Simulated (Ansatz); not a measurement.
EuNiO3, space group Pm-3m: a scan of the Hubbard U, run with the Ansatz DFT code, driven from Python.

Contents of `eunio3.cif`:
```cif
data_EuNiO3
_cell_length_a 3.792445
_cell_length_b 3.792445
_cell_length_c 3.792445
_cell_angle_alpha 90.00000
_cell_angle_beta 90.00000
_cell_angle_gamma 90.00000
_symmetry_space_group_name_H-M 'P 1'
_symmetry_Int_Tables_number 1
loop_
_symmetry_equiv_pos_as_xyz
'x, y, z'
loop_
_atom_site_label
_atom_site_type_symbol
_atom_site_fract_x
_atom_site_fract_y
_atom_site_fract_z
Eu1 Eu    0.500000    0.500000    0.500000
Ni2 Ni    0.000000    0.000000    0.000000
O3 O    0.500000    0.000000    0.000000
O4 O    0.000000    0.500000    0.000000
O5 O    0.000000    0.000000    0.500000
```

`eunio3_plus_u.py`
```python
'''DFT+U scan for EuNiO3.'''

import ansatz as az
from ase.io import read
import numpy as np


def count_gap(report):
    # lowest empty less highest filled band, counting bands; zero where they overlap
    return max(report.get('gap_by_band_count_ev') or 0.0, 0.0)

atoms = read('eunio3.cif')
system = az.Crystal.from_ase(atoms).moments(Eu=4.9, Ni=1.0)

job = (
    system.calculation()
    .occupations('fermi_dirac')
    .mixing('anderson', preconditioner='local_kerker')
    .spin('collinear')
    .initial_density(normalization='atom')
    .basis(470)
    .functional('pbesol')
    .kpoints(density=3.4)
    .band_table()
)
rows = []
for u in [1.0, 3.0, 5.0, 7.0]:
    r = job.hubbard('Ni', 'd', u_eff=u).run().report
    shell = r['hubbard']['n_scf']
    rows.append((u, count_gap(r), sum(shell) / len(shell), max(abs(m) for m in r['site_moments_mub']), r['n_iterations']))
for row in rows:
    print('; '.join(f'{name} = {round(v, 4) if isinstance(v, float) else v}' for name, v in zip(['U_eff eV', 'gap by band count eV', 'Ni d occupation (projector)', 'largest moment muB', 'iterations'], row)))
print('eigenvalues of the first occupation matrix at the last U, by spin:')
for channel in r['hubbard']['n_eig'][0]:
    print('  ', ' '.join(f'{n:.3f}' for n in channel))
```

What does raising U do here?

From U = 1 to 7 eV the largest site moment goes from 6.26 to 6.23 μB.

The run itself:

```console
$ python eunio3_plus_u.py
DeckWarning: where an SCF of this run starts from atoms to list the orders of its open shells, Eu (site 0, from 0) starts with 6.32 μB on its 4f shell, in the place of the 4.90 μB that the deck gives it: an open f shell starts with all that it can hold by Hund's first rule. To start from spheres of the given moment, type scf.initial_density.shell_occupations: []
U_eff eV = 1.0; gap by band count eV = 0.0; Ni d occupation (projector) = 8.2732; largest moment muB = 6.2607; iterations = 23
U_eff eV = 3.0; gap by band count eV = 0.0; Ni d occupation (projector) = 8.2057; largest moment muB = 6.2461; iterations = 3
U_eff eV = 5.0; gap by band count eV = 0.0; Ni d occupation (projector) = 8.1906; largest moment muB = 6.2361; iterations = 29
U_eff eV = 7.0; gap by band count eV = 0.0; Ni d occupation (projector) = 8.1732; largest moment muB = 6.2322; iterations = 29
eigenvalues of the first occupation matrix at the last U, by spin:
   0.881 0.881 0.995 0.995 0.995
   0.219 0.219 0.996 0.996 0.996
```
(Warnings from the package without file and line.)

What to keep in mind:
- Open f shells: with a Hubbard U, without spin-orbit coupling; the state reached hangs on the start and needn't be the lowest.
- U, its shell and the double counting are chosen to explore, and aren't derived for this compound.
- For a metal this k-point mesh is coarse: on a finer one energies can move by several to tens of meV an atom and pressures by half a GPa or more, differences at one mesh by less.
- A gap by band count of zero or less means overlapping bands, a metal.
- With one magnetic atom the cell can hold only ferromagnetic order.
- The structure comes from a database of computed cells and needn't be a stable or known phase.
- Levels are Kohn-Sham eigenvalues on this mesh, without spin-orbit coupling.
- Shell occupations and the effect of U depend on the projectors; a run with no .spin step is spin-unpolarised, and each U may end in a state that isn't the lowest.
- Timing: 3.9 min on 1 thread of Arm Neoverse N1 (shared host), peak memory 0.74 GiB.
